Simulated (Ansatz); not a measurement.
FH4N2OV, SMILES [NH]=[V]([NH2])([OH])[F], a ladder of methods at one geometry

With Ansatz 0.2.0 through its Python package.

`fh4n2ov.xyz`
```text
9

N    -0.90030    0.57560   -1.51050
V     0.10050    0.29880   -0.04340
N     1.25680   -1.33470   -0.40090
O    -0.96980   -0.02690    1.51440
F     1.21560    1.82930    0.28100
H    -1.61000    1.42540   -1.52350
H     1.86930   -1.49160    0.48880
H     0.68640   -2.13700   -0.49400
H    -1.55990    0.81480    1.67100
```

Notebook, run cell by cell (the value of a cell's last expression is shown):

**Cell 1**
```python
from pathlib import Path

import ansatz as az
import numpy as np
```

**Cell 2**
```python
mol = az.Crystal.molecule_from_extxyz("fh4n2ov.xyz")
```

**Cell 3**
```python
job = mol.calculation().basis(gaussian="def2-SVP")
```

**Cell 4**
```python
print("functional    E (Ha)        dipole (D)   HOMO (eV)  LUMO (eV)")
for name in ["r2scan0", "hse06", "r2scan", "blyp"]:
    report = job.functional(name).forces().orbitals().run(threads=1, runs_dir="runs").report
    lines = Path(report["orbitals_path"]).read_text().splitlines()
    field_of = lambda key: [line.split("=")[1].strip() for line in lines if line.startswith(key)]
    orbitals = [(27.211386 * float(e), s, float(n)) for e, s, n in zip(field_of("Ene="), field_of("Spin="), field_of("Occup="))]
    homo = max(e for e, _, n in orbitals if n > 0.5)
    lumo = min(e for e, _, n in orbitals if n < 0.5)
    dipole = 4.803205 * np.linalg.norm(report["charge_distribution"]["dipole_moment_e_ang"])
    print(f"{name:10s} {report['free_energy_ev'] / 27.211386246:14.6f} {dipole:9.3f} {homo:11.3f} {lumo:10.3f}")
```
Output:
```text
functional    E (Ha)        dipole (D)   HOMO (eV)  LUMO (eV)
r2scan0      -1230.392076     2.530      -8.286     -3.842
hse06        -1230.117148     2.473      -7.602     -4.145
r2scan       -1230.537293     2.452      -6.877     -4.607
blyp         -1230.713990     2.323      -6.288     -4.271
```

Notes:
- Total energies depend on the basis set; only differences at equal settings carry meaning.
- The geometry is a force-field or estimated start, not a minimum of this method, and the basis set is short of its limit. A lower total doesn't mark the better method: functionals have no common bound, and MP2 and coupled cluster aren't variational.
- Levels such as HOMO and LUMO are orbital energies: with these approximate functionals they aren't the ionisation energy and electron affinity, and their gap isn't the fundamental gap.
- hse06 follows the composition of plane-wave codes, whose totals differ by tens of mHa, up to about 0.1 Ha, from the form usual in Gaussian-basis programs (wpbeh).
- It ran for 32 s on 1 thread of Arm Neoverse V2 (shared host), peak memory 0.33 GiB.
